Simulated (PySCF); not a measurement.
**KCl: bond curves at several levels of theory**

One table from this session's results is given with a row withheld; the runs are named, their logs left out.

Program: PySCF 2.14.0. Level of theory: K def2-TZVPP, Cl def2-TZVPP, no relativity. These are calculated values, not measurements.

The first run:

The job is set up so:

```
atoms                         : K, Cl
charge                        : 0
basis                         : K def2-TZVPP, Cl def2-TZVPP
Hamiltonian                   : no relativity
basis functions               : 75
electrons treated             : 36
masses in u                   : 38.9637, 34.9689
levels                        : PBE0, PBE, r²SCAN, TPSSh, PBEsol, MN15, r²SCAN0, HSE06, HF, MP2, SCS-MP2, CCSD, CCSD(T)
grid                          : 80 radial by 434 angular points
occupations                   : held fixed by the projection of orbital angular momentum
dissociation limit            : K + Cl, each in its ground configuration
starting distance in angstrom : 2.915
values of 2S to try           : 0, 2
```

On the command line:

```
$ OMP_NUM_THREADS=1 python dia.py task.json out
```

Among the steps run: Input; The PBE0 curve of the state that the search chose; Higher solutions at PBE0; PBE (GGA); r²SCAN; TPSSh (hybrid meta-GGA); PBEsol; MN15 (hybrid meta-GGA); r²SCAN0 (hybrid meta-GGA); HSE06 (range-separated hybrid); RHF (mean field); MP2 and coupled cluster.

One of the session's tables, all rows but one given; the rest of the session is left out.

Energy (eV) from each level's lowest point:

```
R (Å)    RHF  RHF-MP2  RHF-SCS-MP2  RHF-CCSD  RHF-CCSD(T)
2.317  0.785    0.653        0.682       n/a          n/a
2.425  0.382    0.296        0.314     0.315        0.309
2.532  0.147    0.098        0.108     0.108        0.105
2.613  0.052    0.025        0.030     0.030        0.028
2.694  0.006    0.000        0.000     0.000        0.000
2.775  0.000    0.011        0.007     0.007        0.008
2.883  0.035    0.066        0.058     0.058        0.061
3.017      ?        ?            ?         ?            ?
3.179  0.279    0.350        0.333     0.335        0.340
3.394  0.513    0.604        0.583       n/a          n/a
```

Estimate the missing values for R (Å) = 3.017.

Worked estimate for «RHF». A straight line through the neighbours (2.883, 0.035) and (3.179, 0.279) gives 0.035 + (0.279 − 0.035) × (3.017 − 2.883) / (3.179 − 2.883) = 0.145; a parabola fitted to 4 rows on both sides gives 0.133.

The run gave: RHF: 0.127; RHF-MP2: 0.179; RHF-SCS-MP2: 0.166; RHF-CCSD: 0.167; RHF-CCSD(T): 0.171. In «RHF» the line misses by +0.018 and the parabola by +0.006.
